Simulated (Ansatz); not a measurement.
# CH5F3OSi: the cost of one run

All numbers below are computed with Ansatz 0.2.0 (UKS B3LYP-D4/STO-3G).

### Step 1. The system as given

Bond lengths: Si1–O2 2.062 Å, O2–C3 1.399 Å, Si1–F4 1.602 Å, Si1–F5 1.577 Å, Si1–H6 1.427 Å, Si1–F8 2.001 Å, C3–H9 1.094 Å, C3–H10 1.092 Å, C3–H11 1.093 Å. Angles (14 of 17 angles, heavy atoms first): Si1–O2–C3 121.3°, O2–Si1–F4 92.9°, O2–Si1–F5 104.0°, O2–Si1–F8 67.9°, F4–Si1–F5 99.5°, F4–Si1–F8 160.8°, F5–Si1–F8 86.5°, O2–Si1–H6 120.0°, F4–Si1–H6 103.7°, F5–Si1–H6 128.3°, H6–Si1–F8 86.2°, O2–C3–H9 112.1°, O2–C3–H10 109.0°, O2–C3–H11 108.2°.

Coordinates:

```xyz
11

Si   -0.1127    0.5360    1.3384
O     0.4652    0.2279   -0.6172
C    -0.3515   -0.4677   -1.5154
F    -1.4262    1.3472    0.9090
F     0.7889    1.7376    1.8190
H    -0.6234   -0.5500    2.1107
H     1.3701   -0.3848    0.0345
F     1.5800   -0.5235    1.2119
H    -0.6702   -1.4349   -1.1164
H    -1.2335    0.1374   -1.7368
H     0.2132   -0.6251   -2.4379
```

### Step 2. Run 1

150 steps of 0.5 fs at constant energy, with velocities drawn for 300 K.

Contents of input.yaml:

```yaml
crystal:
  periodic: [false, false, false]
  atoms:
    - { symbol: Si, position_ang: [-0.1127, 0.536, 1.3384] }
    - { symbol: O, position_ang: [0.4652, 0.2279, -0.6172] }
    - { symbol: C, position_ang: [-0.3515, -0.4677, -1.5154] }
    - { symbol: F, position_ang: [-1.4262, 1.3472, 0.909] }
    - { symbol: F, position_ang: [0.7889, 1.7376, 1.819] }
    - { symbol: H, position_ang: [-0.6234, -0.55, 2.1107] }
    - { symbol: H, position_ang: [1.3701, -0.3848, 0.0345] }
    - { symbol: F, position_ang: [1.58, -0.5235, 1.2119] }
    - { symbol: H, position_ang: [-0.6702, -1.4349, -1.1164] }
    - { symbol: H, position_ang: [-1.2335, 0.1374, -1.7368] }
    - { symbol: H, position_ang: [0.2132, -0.6251, -2.4379] }
magnetization:
  spin_polarized: true
basis:
  gaussian: { orbitals: STO-3G }
hamiltonian:
  xc: b3lyp
  dispersion: d4
md:
  timestep: 0.5
  n_steps: 150
  ensemble: nve
  temperature: 300.0
  initial_velocities: maxwell_boltzmann
  seed: 463917
```

On the command line:

```bash
$ ansatz run input.yaml --threads 1 --pin off --max-ram 2048MiB --backend cpu --events-out ev --progress --plain --runs-dir out
```

**Question.** How long does this run take on 1 thread of an x86-64 CPU, shared host, and how much memory does it need?

About 12 min, with a peak of 0.19 GiB.
